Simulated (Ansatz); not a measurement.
**GaNH2F2 (SMILES [NH2][Ga]([F])[F]): RPA@PBE/cc-pVDZ**

What is the electronic atomisation energy of GaNH2F2 at RPA@PBE/cc-pVDZ? 

The results are computed with Ansatz 0.2.0.

62 further runs of the same task are left out: 1 that didn't finish, 61 set aside as unsound or not needed.

**1. The molecule**

GaNH2F2 has 6 atoms, charge 0, and is taken as a singlet. SMILES: `[NH2][Ga]([F])[F]`. Geometry: relaxed at PBE0-D4/def2-TZVP.

Bond lengths: N1–Ga2 1.790 Å, Ga2–F3 1.739 Å, Ga2–F4 1.739 Å, N1–H5 1.006 Å, N1–H6 1.006 Å. Angles: N1–Ga2–F3 122.4°, N1–Ga2–F4 122.4°, F3–Ga2–F4 115.1°, Ga2–N1–H5 121.0°, Ga2–N1–H6 121.0°, H5–N1–H6 112.8°.

**2. The energy at RPA@PBE/cc-pVDZ**

run.yaml reads:

```yaml
crystal:
  periodic: [false, false, false]
  atoms:
    - {symbol: N, position_ang: [-0.297500, 0.963700, -0.172700]}
    - {symbol: Ga, position_ang: [0.284200, -0.715300, 0.042000]}
    - {symbol: F, position_ang: [1.685000, -1.101600, 0.997700]}
    - {symbol: F, position_ang: [-0.455300, -2.067700, -0.763400]}
    - {symbol: H, position_ang: [0.025100, 1.704800, 0.425700]}
    - {symbol: H, position_ang: [-1.199500, 1.152100, -0.575400]}
basis:
  gaussian:
    orbitals: cc-pVDZ
hamiltonian:
  xc: {name: PBE}
correlation:
  method: rpa
  frozen_orbitals: {F: 1, Ga: 9, H: 0, "N": 1}
accuracy: high
```

Started as:

```bash
ansatz run run.yaml --threads 1 --pin off --max-ram 3480MiB --events-out events.jsonl --progress --plain --runs-dir runs
```

The log of the run:

```text
Warning: RAYON_NUM_THREADS=1 ignored (pool sized by the plan → 1); use --threads N
Functional definition: PBE
  name "PBE"
  parameter kappa = 0.804
  parameter beta = 0.06672455060314922
  exchange = pbe_x(kappa = kappa, mu = beta*pi^2/3)
  correlation = pbe_c(beta = beta)
1729 factors; integrals over basis functions are off by at most 4.6e-9 eV
mean field evaluation 1: about -59309.4937 eV, gradient 8.0e1 eV
mean field evaluation 2: about -59309.4914 eV, gradient 8.0e1 eV
mean field evaluation 4: about -59320.2793 eV, gradient 2.0e1 eV
mean field evaluation 8: about -59321.3370 eV, gradient 5.1e-1 eV
mean field evaluation 16: about -59321.3358 eV, gradient 2.6e-5 eV
mean field -59321.33580506 eV, -2180.0188813902 hartree, gradient 1.0e-7 eV, S^2 0.000000; 0 other end points of the search recorded, 0 dependent functions left out
12 core orbitals not correlated: weight in the atoms' cores, before any rotation towards them, 1.000 or more for the frozen orbitals, at most 0.000 for the correlated occupied ones
reference -59260.10482260 eV, -2177.7686842886 hartree; 17, 17 occupied and 50, 50 virtual orbitals, 1729 factors
Total energy: -59285.95877936 eV, -2178.7187996752 hartree
```

It took 9.3 s on 1 thread of Arm Neoverse V2, shared host; peak memory 0.26 GiB.

**3. The F atom at the same level**

molecule.yaml reads:

```yaml
basis:
  gaussian: {orbitals: cc-pVDZ}
crystal:
  periodic: [false, false, false]
  atoms:
    - {symbol: F, position_ang: [0.000000, 0.000000, 0.000000]}
hamiltonian: {xc: {name: PBE}}
accuracy: high
correlation: {method: rpa, frozen_orbitals: {F: 1}}
magnetization: {spin_polarized: true, initial_magnetization: 1}
```

Run the same way, it converges to -99.60920 Eh (log not shown).

**4. The Ga atom**

in.yaml reads:

```yaml
crystal:
  periodic: [false, false, false]
  atoms:
    - {symbol: Ga, position_ang: [0.000000, 0.000000, 0.000000]}
basis:
  gaussian:
    orbitals: cc-pVDZ
magnetization:
  spin_polarized: true
  initial_magnetization: 1
correlation:
  method: rpa
  frozen_orbitals: {Ga: 9}
accuracy: high
hamiltonian:
  xc: pbe
```

Run the same way, it converges to -1923.29136 Eh (log not shown).

**5. The H atom at the same level**

in.yaml reads:

```yaml
crystal:
  periodic: [false, false, false]
  atoms:
    - {symbol: H, position_ang: [0.000000, 0.000000, 0.000000]}
basis:
  gaussian: {orbitals: cc-pVDZ}
total_charge: 0
magnetization: {spin_polarized: true, initial_magnetization: 1}
hamiltonian: {xc: {name: PBE}}
correlation: {method: rpa, frozen_orbitals: {H: 0}}
accuracy: high
```

Run the same way, it converges to -0.51276 Eh (log not shown).

**6. The N atom**

job.yaml reads:

```yaml
crystal:
  periodic: [false, false, false]
  atoms:
    - {symbol: "N", position_ang: [0.000000, 0.000000, 0.000000]}
basis:
  gaussian:
    orbitals: cc-pVDZ
magnetization:
  spin_polarized: true
  initial_magnetization: 3
hamiltonian:
  xc: pbe
correlation:
  method: rpa
  frozen_orbitals: {"N": 1}
accuracy: high
```

Started as:

```bash
ansatz run job.yaml --threads 1 --pin off --max-ram 3480MiB --events-out events.jsonl --progress --plain --runs-dir runs
```

The log of the run, cut to the lines that bear on the results:

```text
Warning: RAYON_NUM_THREADS=1 ignored (pool sized by the plan → 1); use --threads N
[... 6 set-up lines as earlier in the session ...]
96 factors; integrals over basis functions are off by at most 1.2e-9 eV
mean field evaluation 1: about -1483.2883 eV, gradient 6.3e0 eV
mean field evaluation 2: about -1483.2874 eV, gradient 6.3e0 eV
mean field evaluation 4: about -1483.4881 eV, gradient 1.2e-2 eV
mean field evaluation 8: about -1483.4880 eV, gradient 1.9e-4 eV
mean field -1483.48804930 eV, -54.5171802673 hartree, gradient 1.0e-8 eV, S^2 3.751309; 0 other end points of the search recorded, 0 dependent functions left out
1 core orbitals not correlated: weight in the atoms' cores, before any rotation towards them, 1.000 or more for the frozen orbitals, at most 0.000 for the correlated occupied ones
reference -1480.02633686 eV, -54.3899646819 hartree; 4, 1 occupied and 9, 12 virtual orbitals, 96 factors
Total energy: -1483.91497657 eV, -54.5328695553 hartree
```

Wall time 0.28 s (1 thread of Arm Neoverse V2, shared host).

**7. Results**

At RPA@PBE/cc-pVDZ, 12 core orbitals frozen:

```
                                  quantity           value
                    molecule: total energy  -2178.71880 Eh
molecule: RPA correlation energy (valence)      -950.1 mEh
                      F atom: total energy    -99.60920 Eh
  F atom: RPA correlation energy (valence)      -235.6 mEh
 F atom: ⟨S²⟩ of the reference determinant           0.751
                     Ga atom: total energy  -1923.29136 Eh
 Ga atom: RPA correlation energy (valence)      -113.6 mEh
Ga atom: ⟨S²⟩ of the reference determinant           0.752
                      H atom: total energy     -0.51276 Eh
            H atom: RPA correlation energy       -13.5 mEh
 H atom: ⟨S²⟩ of the reference determinant           0.750
                      N atom: total energy    -54.53287 Eh
  N atom: RPA correlation energy (valence)      -142.9 mEh
 N atom: ⟨S²⟩ of the reference determinant           3.751
             electronic atomisation energy       17.705 eV
```

Taking the molecule apart into free atoms costs 17.71 eV (1708 kJ/mol), before zero-point energy and without spin-orbit coupling.
